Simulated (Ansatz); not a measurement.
Crystal: CS2.

```xyz
6
Lattice="3.6458 -2.9943 0.0000 3.6458 2.9943 0.0000 0.0000 0.0000 9.8513" Properties=species:S:1:pos:R:3 pbc="T T T"
S     3.6458    1.9073    8.7368
S     3.6458    1.0871    3.8111
S     3.6458   -1.0871    6.0401
S     3.6458   -1.9073    1.1145
C     3.6458    0.0000    4.9256
C     0.0000    0.0000    0.0000
```

The cell comes from a database or a generator and needn't be the stable form of this composition.

Base run:

| Quantity | Value |
| --- | --- |
| Program | Ansatz 0.2.0 |
| Functional | revPBE |
| Potentials or basis | Ansatz PAW |
| Cutoff | 420 eV (not typed: the program's choice for these potentials) |
| k mesh | 6 × 6 × 3 |
| Occupations | fermi-dirac, width 0.05 eV |
| Spin | no spin polarisation |

Its results: band gap on the k mesh 3.47 eV, direct; pressure 1.2 GPa; largest force 0.390 eV/Å.

Q: After a change of settings the same cell gave: band gap on the k mesh 3.41 eV, direct; pressure 0.4 GPa; largest force 0.257 eV/Å. Which change was it?
A. functional from revPBE to PBE
B. functional from revPBE to LDA
C. functional from revPBE to RPBE
D. functional from revPBE to r2SCAN; cutoff from 420 eV (not typed: the program's choice for these potentials) to 500 eV (not typed: the program's choice for these potentials)

A: A.

PBE binds more tightly than revPBE, so the same cell stands under less pressure.

Caveats: the PAW data sets come from PBE, with cores solved anew for the run's functional, which leaves a small shift of forces and pressure (some runs).
